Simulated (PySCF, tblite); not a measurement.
# CH6GeO2, a small molecule taken as a stand-in for a surface group (Ge site with back bonds C, O, O): NMR shifts, core binding energies and electronic excitations

Aim: the NMR shifts, core binding energies and electronic excitations of `[CH3][GeH]([OH])[OH]`.

Computed with tblite 0.8.0 and PySCF 2.14.0; each step states its level. No surroundings beyond the atoms listed, unless a continuum is named. Atoms count from 0, parts from 1.

## Step 1: The system as given

10 atoms, charge 0, multiplicity 1; geometry: distance geometry start.

## Step 2: Relaxing the cluster with GFN2-xTB

Job settings and geometry (Å):

```
{"job": {"kind": "relax", "xc": "GFN2-xTB", "basis": "xTB"}, "charge": 0, "multiplicity": 1}
Ge     0.305759    -1.235010    -0.460013
C      1.776330    -0.046124    -0.855221
O     -1.315781    -0.321278    -0.607123
O      0.292815    -2.654892    -1.671306
H      0.456922    -1.769522     0.954163
H      2.207931     0.251263     0.037918
H      1.395468     0.830290    -1.316470
H      2.438432    -0.514154    -1.471989
H     -1.519651     0.493455    -0.148403
H      0.303754    -3.599338    -1.397862
```

Level: GFN2-xTB geometry optimisation, gas phase.

Run with:

```console
OMP_NUM_THREADS=1 python cluster_run.py task.json out
```

One launch serves the whole session: the jobs run in the order shown.

The log of the run:

```text
step      E/eV     max force
  0    -415.74284    2.599
  1    -415.95990    1.230
  2    -416.06044    0.789
  3    -416.10777    0.582
  4    -416.14985    0.978
  5    -416.20495    1.125
  6    -416.24284    0.607
  7    -416.25600    0.306
  8    -416.26082    0.236
  9    -416.26683    0.272
 10    -416.27147    0.215
 11    -416.27443    0.148
 12    -416.27615    0.115
 13    -416.27767    0.140
 14    -416.27951    0.171
 15    -416.28128    0.138
 16    -416.28261    0.083
 17    -416.28395    0.155
 18    -416.28585    0.198
 19    -416.28812    0.153
 20    -416.29047    0.136
 21    -416.29309    0.163
 22    -416.29675    0.333
 23    -416.30223    0.473
 24    -416.30890    0.431
 25    -416.31645    0.257
 26    -416.22892    2.531
 27    -416.32199    0.197
 28    -416.32453    0.184
 29    -416.32356    1.433
 30    -416.34081    0.177
 31    -416.34647    0.153
 32    -416.34649    1.045
 33    -416.35509    0.151
 34    -416.35757    0.169
 35    -416.36315    0.555
 36    -416.36711    0.198
 37    -416.37232    0.157
 38    -416.37697    0.139
 39    -416.37893    0.129
 40    -416.38090    0.151
 41    -416.38403    0.183
 42    -416.38650    0.264
 43    -416.38796    0.087
 44    -416.38957    0.228
 45    -416.39045    0.191
 46    -416.39148    0.135
 47    -416.39222    0.084
 48    -416.39291    0.078
 49    -416.39328    0.108
 50    -416.39355    0.062
 51    -416.39387    0.045
 52    -416.39425    0.027
 53    -416.39431    0.026
 54    -416.39448    0.028
 55    -416.39463    0.034
 56    -416.39484    0.033
 57    -416.39501    0.031
 58    -416.39514    0.030
 59    -416.39527    0.038
 60    -416.39544    0.051
 61    -416.39566    0.049
 62    -416.39585    0.043
 63    -416.39602    0.046
 64    -416.39621    0.045
 65    -416.39649    0.072
 66    -416.39691    0.069
 67    -416.39730    0.077
 68    -416.39751    0.028
 69    -416.39761    0.027
 70    -416.39770    0.040
 71    -416.39780    0.039
 72    -416.39796    0.053
 73    -416.39816    0.051
 74    -416.39846    0.058
 75    -416.39883    0.042
 76    -416.39924    0.059
 77    -416.39953    0.061
 78    -416.39982    0.066
 79    -416.40013    0.035
 80    -416.40040    0.038
 81    -416.40067    0.049
 82    -416.40109    0.069
 83    -416.40166    0.089
 84    -416.40239    0.078
 85    -416.40314    0.097
 86    -416.40392    0.122
 87    -416.40444    0.119
 88    -416.40068    0.337
 89    -416.40550    0.051
 90    -416.40591    0.035
 91    -416.40644    0.098
 92    -416.40669    0.054
 93    -416.40685    0.055
 94    -416.40766    0.064
 95    -416.40807    0.063
 96    -416.40856    0.052
 97    -416.40906    0.058
 98    -416.40960    0.069
 99    -416.40994    0.062
100    -416.41010    0.072
101    -416.41032    0.027
102    -416.41038    0.013
103    -416.41040    0.014
104    -416.41041    0.010
105    -416.41042    0.007
```

It took 1.1 s on 1 thread of Arm Neoverse V1, shared host.

Along the way: (the energy doesn't fall at every step)

```csv
step,energy from step 0 (eV),largest force (eV/Å)
0,0.0000,2.5990
4,-0.4070,0.9777
8,-0.5180,0.2362
12,-0.5333,0.1151
16,-0.5398,0.0834
20,-0.5476,0.1368
24,-0.5661,0.4304
28,-0.5817,0.1840
32,-0.6037,1.0452
36,-0.6243,0.1980
40,-0.6381,0.1513
44,-0.6467,0.2282
48,-0.6501,0.0781
52,-0.6514,0.0267
56,-0.6520,0.0332
60,-0.6526,0.0502
64,-0.6534,0.0450
68,-0.6547,0.0272
72,-0.6551,0.0530
76,-0.6564,0.0589
80,-0.6576,0.0386
84,-0.6596,0.0774
88,-0.6578,0.3367
92,-0.6639,0.0539
96,-0.6657,0.0524
100,-0.6673,0.0722
104,-0.6676,0.0103
105,-0.6676,0.0073
```

Distances of close pairs at the start and the end, largest changes first:

```csv
bond,before (Å),after (Å),change (Å)
Ge0–O3,1.866,1.735,-0.132
Ge0–O2,1.867,1.761,-0.106
C1–H7,1.019,1.084,+0.066
C1–H5,1.036,1.086,+0.050
Ge0–C1,1.932,1.974,+0.042
O3–H9,0.983,0.955,-0.028
C1–H6,1.061,1.087,+0.026
O2–H8,0.957,0.953,-0.004
```

## Step 3: Geometry optimisation at PBE0-D3(BJ)/def2-SVP

Job settings and geometry (Å):

```
{"job": {"xc": "PBE0", "basis": "def2-SVP", "d3": "d3bj", "grid": 2, "kind": "geom", "shake": 0.01}, "charge": 0, "multiplicity": 1}
Ge    -0.194590    -0.475678     0.343791
C      1.171545     0.845922    -0.177410
O     -1.868137     0.180793     0.149853
O     -0.168697    -1.754158    -0.805032
H     -0.096634    -1.031469     1.730227
H      1.301911     1.629182     0.573240
H      0.914741     1.315880    -1.117677
H      2.140014     0.344873    -0.312618
H     -2.084561     0.957466     0.689430
H     -1.074040    -2.038392    -1.072329
```

The log of the run:

```text
step   0  E = -2268.33657129  max force = 0.040188
step   1  E = -2268.33871457  max force = 0.029666
step   2  E = -2268.34076636  max force = 0.005393
step   3  E = -2268.34094827  max force = 0.000782
step   4  E = -2268.34097351  max force = 0.000534
step   5  E = -2268.34103050  max force = 0.001638
step   6  E = -2268.34109857  max force = 0.002377
step   7  E = -2268.34129173  max force = 0.003215
step   8  E = -2268.34149772  max force = 0.004325
step   9  E = -2268.34179349  max force = 0.003130
step  10  E = -2268.34209131  max force = 0.002452
step  11  E = -2268.34213923  max force = 0.001478
step  12  E = -2268.34217352  max force = 0.000396
step  13  E = -2268.34217790  max force = 0.000226
optimisation converged
```

Run time: 76 s. Hardware: 1 thread of Arm Neoverse V1, shared host; peak memory 0.53 GiB.

Along the way:

```csv
step,energy from step 0 (eV),largest force component (eV/Å)
0,0.0000,2.0666
1,-0.0583,1.5255
2,-0.1142,0.2773
3,-0.1191,0.0402
4,-0.1198,0.0275
5,-0.1213,0.0842
6,-0.1232,0.1222
7,-0.1284,0.1653
8,-0.1341,0.2224
9,-0.1421,0.1610
10,-0.1502,0.1261
11,-0.1515,0.0760
12,-0.1524,0.0204
13,-0.1526,0.0116
```

Close pairs (by a distance rule), those that changed most:

```csv
bond,before (Å),after (Å),change (Å)
Ge0–O3,1.719,1.779,+0.060
Ge0–H4,1.497,1.547,+0.051
Ge0–C1,1.971,1.922,-0.049
Ge0–O2,1.808,1.781,-0.027
O3–H9,0.986,0.962,-0.024
C1–H6,1.082,1.099,+0.017
O2–H8,0.970,0.962,-0.008
C1–H5,1.093,1.099,+0.006
```

The final coordinates are the input of the step that follows.

```csv
at the end point,value
point group (found at 0.08 Å tolerance),C1
"rotational constants (GHz, main isotopes)","5.471, 5.266, 3.301"
dipole moment (D),1.91
```

## Step 4: Shielding tensors: PBE0/pcSseg-2

Job settings and geometry (Å):

```
{"job": {"kind": "nmr", "xc": "PBE0", "basis": "pcSseg-2"}, "charge": 0, "multiplicity": 1}
Ge    -0.399948    -0.294412     0.263413
C      1.369944     0.404568    -0.008704
O     -1.534859     1.066976     0.089860
O     -0.649344    -1.470758    -1.047835
H     -0.670079    -0.980385     1.623933
H      1.587508     1.200735     0.716227
H      1.433063     0.816552    -1.025750
H      2.115974    -0.395544     0.096081
H     -2.394416     0.903075     0.489677
H     -1.530510    -1.857304    -1.060182
```

With the program's defaults for keys left out, this is: GIAO PBE0/pcSseg-2 NMR shielding, non-relativistic, gas phase.

The log of the run:

```text
coarse grid: 37792 points
cycle   1  E = -2268.6284440180  dE = -3.929e-01  |g| = 1.477e+00  |ddm| = 2.107e+00
cycle   2  E = -2268.1385095003  dE =  4.899e-01  |g| = 2.239e+00  |ddm| = 1.702e+00
cycle   3  E = -2268.8700142651  dE = -7.315e-01  |g| = 2.306e-01  |ddm| = 1.296e+00
cycle   4  E = -2268.8786965696  dE = -8.682e-03  |g| = 1.066e-01  |ddm| = 1.539e-01
cycle   5  E = -2268.8800843154  dE = -1.388e-03  |g| = 9.488e-03  |ddm| = 4.478e-02
cycle   6  E = -2268.8800984507  dE = -1.414e-05  |g| = 2.375e-03  |ddm| = 7.772e-03
cycle   7  E = -2268.8800993961  dE = -9.454e-07  |g| = 1.205e-03  |ddm| = 2.105e-03
final grid: 78896 points
cycle   8  E = -2268.8801246756  dE =  3.878e-07  |g| = 2.066e-03  |ddm| = 2.417e-03
cycle   9  E = -2268.8801230962  dE =  1.579e-06  |g| = 3.635e-03  |ddm| = 2.653e-03
cycle  10  E = -2268.8801254411  dE = -2.345e-06  |g| = 1.637e-04  |ddm| = 1.692e-03
cycle  11  E = -2268.8801254470  dE = -5.884e-09  |g| = 1.024e-05  |ddm| = 9.471e-05
cycle  12  E = -2268.8801254470  dE = -3.001e-11  |g| = 4.920e-06  |ddm| = 1.063e-05
converged SCF energy = -2268.8801254470

GIAO shielding tensors (ppm)
atom      isotropic    diamagn.    paramagn.     s11        s22        s33       span
  0 Ge    1279.705    2756.414   -1476.709   1192.690   1295.936   1350.490    157.800
  1 C      186.565     239.786     -53.222    178.731    186.129    194.833     16.102
  2 O      271.287     382.265    -110.978    226.266    291.492    296.103     69.836
  3 O      271.761     381.562    -109.801    226.838    287.284    301.162     74.324
  4 H       25.368      29.337      -3.968     19.228     20.172     36.704     17.476
  5 H       30.948      28.118       2.829     25.987     27.970     38.886     12.899
  6 H       30.582      28.274       2.308     25.843     28.188     37.717     11.874
  7 H       30.878      28.030       2.848     25.936     27.937     38.760     12.824
  8 H       30.169      31.732      -1.563     22.072     24.563     43.872     21.800
  9 H       30.484      31.572      -1.087     22.057     25.232     44.164     22.107
```

It took 36 s on 1 thread of Arm Neoverse V1, shared host; peak memory 1.1 GiB.

Shifts follow as δ = σ(reference) − σ, with reference shieldings (ppm) from runs at the same level and on the same kind of geometry: 1H TMS 31.25, 13C TMS 184.1, 17O H2O 328.2, 73Ge GeMe4 1337. The references are single molecules in the gas phase, so shifts against H2O, NH3, PH3, H3PO4 or CFCl3 are not on the usual liquid scales and can be off by tens of ppm.

```csv
atoms,environment,σ (ppm),δ (ppm)
C1,"carbon bonded to Ge, 3 H",186.6,-2.4
H4,"hydrogen on a germanium bonded to C, 2 O",25.37,5.88
H8,hydrogen on an oxygen bonded to Ge,30.17,1.08
H9,hydrogen on an oxygen bonded to Ge,30.48,0.76
H6,hydrogen on a carbon bonded to Ge,30.58,0.66
H7,hydrogen on a carbon bonded to Ge,30.88,0.37
H5,hydrogen on a carbon bonded to Ge,30.95,0.30
Ge0,"germanium bonded to C, 2 O, H",1280,58
O2,"oxygen bonded to Ge, H",271.3,56.9
O3,"oxygen bonded to Ge, H",271.8,56.4
```

Charges from the same density, by scheme (e):

```csv
atoms,Mulliken,IAO,Hirshfeld,ESP fit
Ge0,0.72,1.20,0.51,0.93
C1,-0.13,-0.72,-0.21,-0.60
O2,-0.50,-0.79,-0.34,-0.70
O3,-0.50,-0.79,-0.34,-0.70
```

Mayer bond orders: Ge0–C1 0.98, Ge0–O2 0.98, Ge0–O3 0.99.

The fields below are evaluated on a grid from the run's orbitals.

Frontier orbitals at PBE0/pcSseg-2, with the share of their density that lies nearest to each atom:

```csv
orbital,energy (eV),lies on
HOMO,-8.50,O3 46 %; H4 23 %; O2 12 %
LUMO,0.14,"H8, H9 about 30 % each; O2, O3 about 10 % each; H4 9 %"
```

ELF in a plane through or near 5 of the atoms.

Ten even steps from '0' (0.00) to '9' (0.98):
```
0000000000000000000000000000
0000000000000000000000000000
0000000000000000000000000000
0000000000000012210000000000
0000000000000156643332000000
0000013542000168877887300000
0000057886200178868998400000
0000158997410058757876300000
0000146787554224786532000000
0000024652487211143200000000
0000024654577211121000000000
0000024566553124665321000000
0000024553210068677886200000
0000012321000278449998500000
0000000000000389977897300000
0000000000000267754332000000
0000000000000134421000000000
0000000000000000000000000000
0000000000000000000000000000
0000000000000000000000000000
```
The map spans 9.2 Å across and 8.5 Å up, centred on the molecule. Atoms in the plane (x, y in Å): C1 (-1.5, 0.0), O2 (1.1, 1.4), O3 (1.0, -1.5), H8 (2.0, 1.6), H9 (1.9, -1.6).

On the surface of density 0.002 e/bohr³ the electrostatic potential runs, from the 1st to the 99th percentile, from -1.56 V near O3 to 2.30 V near H8.

## Step 5: X-ray photoelectron lines: SCAN, X2C

Settings changed since step 4:

```diff
@@ -1,2 +1,2 @@
-{"job": {"kind": "nmr", "xc": "PBE0", "basis": "pcSseg-2"}, "charge": 0, "multiplicity": 1}
+{"job": {"kind": "xps", "holes": 5}, "charge": 0, "multiplicity": 1}
 Ge    -0.399948    -0.294412     0.263413
```

With the program's defaults for keys left out, this is: delta-SCF UKS SCAN, pcX-2 on the ionised atom, pcseg-1 elsewhere, spin-free X2C.

The log of the run:

```text
ground state, core basis on atom 1 (C), 130 functions
  cycle   1  E = -2285.98289084  |g| = 1.01e+00
  cycle   2  E = -2285.40481827  |g| = 1.94e+00
  cycle   3  E = -2286.17740010  |g| = 1.60e-01
  cycle   4  E = -2286.18267263  |g| = 8.31e-02
  cycle   5  E = -2286.18431607  |g| = 1.33e-02
  cycle   6  E = -2286.18437865  |g| = 2.19e-03
  cycle   7  E = -2286.18437995  |g| = 5.43e-04
  cycle   8  E = -2286.18438094  |g| = 1.41e-04
  E(ground) = -2286.32329088 Eh
hole in C 1s of atom 1
  cycle   1  E = -2274.93979493  |g| = 1.50e+00
  cycle   2  E = -2274.39134847  |g| = 1.73e+00
  cycle   3  E = -2275.46814866  |g| = 3.14e-01
  cycle   4  E = -2275.49553074  |g| = 1.75e-01
  cycle   5  E = -2275.50598581  |g| = 5.41e-02
  cycle   6  E = -2275.50708304  |g| = 6.51e-03
  cycle   7  E = -2275.50709602  |g| = 5.60e-03
  cycle   8  E = -2275.50710847  |g| = 2.71e-03
  cycle   9  E = -2275.50711272  |g| = 7.54e-04
  cycle  10  E = -2275.50711186  |g| = 3.16e-04
  E(ion) = -2275.64473620 Eh   <S^2> = 0.7673   hole on atom = 1.000   binding energy = 290.578 eV
ground state, core basis on atom 2 (O), 130 functions
  cycle   1  E = -2286.21533869  |g| = 9.86e-02
  cycle   2  E = -2286.21450708  |g| = 7.95e-02
  cycle   3  E = -2286.21486085  |g| = 6.64e-02
  cycle   4  E = -2286.21563373  |g| = 6.47e-03
  cycle   5  E = -2286.21564091  |g| = 2.32e-03
  cycle   6  E = -2286.21564138  |g| = 3.71e-04
  E(ground) = -2286.35222159 Eh
hole in O 1s of atom 2
  cycle   1  E = -2265.62273796  |g| = 2.22e+00
  cycle   2  E = -2264.96189895  |g| = 2.30e+00
  cycle   3  E = -2266.27617924  |g| = 6.64e-01
  cycle   4  E = -2266.28612380  |g| = 6.27e-01
  cycle   5  E = -2266.44238992  |g| = 8.16e-02
  cycle   6  E = -2266.44498112  |g| = 2.97e-02
  cycle   7  E = -2266.44542457  |g| = 9.17e-03
  cycle   8  E = -2266.44547281  |g| = 2.00e-03
  cycle   9  E = -2266.44547507  |g| = 5.85e-04
  cycle  10  E = -2266.44547677  |g| = 1.37e-04
  E(ion) = -2266.58315283 Eh   <S^2> = 0.7626   hole on atom = 1.000   binding energy = 537.944 eV
ground state, core basis on atom 3 (O), 130 functions
  cycle   1  E = -2286.21382459  |g| = 1.19e-01
  cycle   2  E = -2286.21007024  |g| = 1.60e-01
  cycle   3  E = -2286.21448443  |g| = 4.96e-02
  cycle   4  E = -2286.21493140  |g| = 9.29e-03
  cycle   5  E = -2286.21494777  |g| = 2.84e-03
  cycle   6  E = -2286.21494691  |g| = 3.25e-04
  E(ground) = -2286.35226903 Eh
hole in O 1s of atom 3
  cycle   1  E = -2265.62337268  |g| = 2.22e+00
  cycle   2  E = -2265.03298198  |g| = 2.27e+00
  cycle   3  E = -2266.29369583  |g| = 6.34e-01
  cycle   4  E = -2266.28885098  |g| = 6.21e-01
  cycle   5  E = -2266.44357614  |g| = 7.73e-02
  cycle   6  E = -2266.44589035  |g| = 2.98e-02
  cycle   7  E = -2266.44633726  |g| = 8.89e-03
  cycle   8  E = -2266.44638308  |g| = 1.89e-03
  cycle   9  E = -2266.44638317  |g| = 5.26e-04
  cycle  10  E = -2266.44638273  |g| = 1.48e-04
  E(ion) = -2266.58499656 Eh   <S^2> = 0.7628   hole on atom = 1.000   binding energy = 537.895 eV
```

It took 14 s on 1 thread of Arm Neoverse V1, shared host; peak memory 0.54 GiB.

The holes in one table. −ε is the ground-state orbital energy:

```csv
hole,stands for,environment,ΔSCF (eV),−ε (eV),⟨S²⟩
C1s on C1,C1,"carbon bonded to Ge, 3 H",290.58,273.6,0.767
O1s on O2,O2,"oxygen bonded to Ge, H",537.94,516.3,0.763
O1s on O3,O3,"oxygen bonded to Ge, H",537.89,516.3,0.763
```

## Step 6: Excited states and response: CAM-B3LYP/def2-SVPD

Settings changed since step 5:

```diff
@@ -1,2 +1,2 @@
-{"job": {"kind": "xps", "holes": 5}, "charge": 0, "multiplicity": 1}
+{"job": {"kind": "uv", "xc": "CAM-B3LYP", "basis": "def2-SVPD", "nstates": 6, "ntriplets": 2, "ip": true}, "charge": 0, "multiplicity": 1}
 Ge    -0.399948    -0.294412     0.263413
```

Method: TDDFT CAM-B3LYP/def2-SVPD, vertical, gas phase, core orbitals frozen in the response.

The log of the run:

```text
coarse grid: 37792 points
cycle   1  E = -2268.6882737533  dE = -3.627e-01  |g| = 1.038e+00  |ddm| = 3.651e+00
cycle   2  E = -2268.4984198676  dE =  1.899e-01  |g| = 1.473e+00  |ddm| = 2.197e+00
cycle   3  E = -2268.8817770707  dE = -3.834e-01  |g| = 7.701e-02  |ddm| = 1.201e+00
cycle   4  E = -2268.8827351123  dE = -9.580e-04  |g| = 3.900e-02  |ddm| = 1.220e-01
cycle   5  E = -2268.8829835503  dE = -2.484e-04  |g| = 4.197e-03  |ddm| = 3.621e-02
cycle   6  E = -2268.8829874587  dE = -3.908e-06  |g| = 9.850e-04  |ddm| = 8.510e-03
final grid: 78896 points
cycle   7  E = -2268.8829621138  dE = -4.606e-08  |g| = 1.179e-03  |ddm| = 2.533e-03
cycle   8  E = -2268.8829618584  dE =  2.553e-07  |g| = 1.681e-03  |ddm| = 2.189e-03
cycle   9  E = -2268.8829623689  dE = -5.104e-07  |g| = 9.426e-05  |ddm| = 1.235e-03
cycle  10  E = -2268.8829623704  dE = -1.517e-09  |g| = 1.985e-05  |ddm| = 9.863e-05
cycle  11  E = -2268.8829623705  dE = -1.651e-10  |g| = 8.730e-06  |ddm| = 5.039e-05
converged SCF energy = -2268.8829623705

Static polarisability (au): isotropic 50.998, principal 47.837 49.826 55.332

Singlet excitations
state   eV       nm        f      main configurations
  1   7.2696    170.6   0.02777   H->L 0.66, H-1->L 0.11
  2   7.3958    167.6   0.04606   H-1->L 0.70, H->L 0.12
  3   8.0311    154.4   0.02150   H->L+2 0.47, H-1->L+2 0.12, H-2->L 0.10
  4   8.2906    149.5   0.07662   H-1->L+2 0.39, H-3->L 0.19, H->L+2 0.13
  5   8.5190    145.5   0.05908   H->L+1 0.56, H-2->L 0.15, H->L+3 0.14
  6   8.6504    143.3   0.00438   H-3->L 0.53, H->L+2 0.21

Triplet excitations (Tamm-Dancoff, eV): 6.8514 6.9512
Vertical ionisation energy (delta-SCF) = 11.0063 eV
```

It took 1.7 min on 1 thread of Arm Neoverse V1, shared host; peak memory 0.84 GiB.

Frontier orbitals and where they lie:

```csv
orbital,eV,atoms
HOMO−3,-11.41,"O2 47 %, O3 35 %, Ge0 10 %"
HOMO−2,-10.91,"O3 28 %, C1 28 %, Ge0 17 %"
HOMO−1,-10.29,"O2 61 %, O3 24 %, Ge0 6 %"
HOMO,-10.02,"O3 39 %, Ge0 18 %, H4 17 %"
LUMO,0.60,"Ge0 36 %, O2 18 %, O3 16 %"
LUMO+1,1.44,"Ge0 26 %, C1 22 %, H7 11 %"
LUMO+2,1.49,"O3 22 %, O2 22 %, Ge0 19 %"
```

With each of the 6 states as a Gaussian band of 0.4 eV half-width at 1/e, the curve within the window shown has maxima at 169 nm (ε 3,000), 149 nm (ε 5,600) L/(mol cm). Beyond the last state computed it falls off for lack of states. The curve at chosen wavelengths:

nm, ε (L/mol/cm) and a bar:
```
      139       1057 #####
      141       2035 ##########
      143       3274 #################
      145       4491 ########################
      147       5344 #############################
      148       5554 ##############################
      150       5498 ##############################
      152       4907 ##########################
      154       4032 #####################
      156       3161 #################
      158       2522 #############
      160       2227 ###########
      162       2260 ############
      163       2365 ############
      165       2653 ##############
      167       2903 ###############
      169       2984 ################
      171       2844 ###############
      173       2507 #############
      175       2048 ##########
      177       1557 ########
      178       1323 ######
      180        910 ####
      182        589 ##
      184        360 #
      186        209
```

Ground-state properties from the same run:

```csv
property,computed
dipole moment (D),1.96
polarisability (Å³),7.56
HOMO–LUMO gap (eV),10.62
−ε(HOMO) (eV),10.02
```

## Step 7: Summary of results

| quantity | value |
| --- | --- |
| point group | C1 |
| rotational constants (main isotopes) | 5.47, 5.27, 3.30 GHz |
| 13C shifts against TMS (PBE0/pcSseg-2) | -2.4 ppm |
| 1H shifts against TMS (PBE0/pcSseg-2) | 5.88, 1.08, 0.76, 0.66, 0.37, 0.30 ppm |
| 73Ge shifts against GeMe4 (PBE0/pcSseg-2) | 58 ppm |
| 17O shifts against H2O (PBE0/pcSseg-2) | 56.9, 56.4 ppm |
| potential on the surface of density 0.002 e/bohr³, 1st and 99th percentile | -1.56 V and 2.30 V |
| O1s binding energies, SCAN/pcX-2 | O2 537.94, O3 537.89 eV |
| C1s binding energies, SCAN/pcX-2 | C1 290.58 eV |
| lowest singlet (CAM-B3LYP/def2-SVPD) | 7.27 eV (171 nm), f = 0.028 |
| brightest single state of those computed | state 4, 8.29 eV, f = 0.077 |
| lowest triplet | 6.85 eV |
| vertical ionisation energy (ΔSCF) | 11.01 eV |

**Reading.** The start of the PBE0/def2-SVP relaxation was shaken at random by about 0.01 Å, so part of the energy gained, and of the first lengths quoted, undoes that. Over 13 steps the energy fell by 0.153 eV; of the close pairs, Ge0–O3 changed most, 1.719 to 1.779 Å (PBE0/def2-SVP). No frequency check was run at this level, so the end point may be a saddle. Hydrogens of an XH3 group are listed apart at this fixed geometry; free rotation makes them one line at their mean. At PBE0/pcSseg-2: The largest span, 158 ppm, is at Ge0, where the paramagnetic term is -1477 ppm. At SCAN/pcX-2: the O1s levels computed lie within 0.05 eV of one another, too close to rank. The lowest singlet, at 7.27 eV, is HOMO→LUMO 0.66, HOMO−1→LUMO 0.11 and is weak; of the 6 states computed, the strongest absorption comes from state 4 at 8.29 eV. The lowest triplet lies 0.42 eV below the lowest singlet (triplets in Tamm-Dancoff, singlets in full TDDFT). ΔSCF puts the ionisation energy at 11.01 eV, 0.99 eV above −ε(HOMO). Spin-orbit coupling is left out, which matters for shieldings and couplings at and beside the heavy atoms.
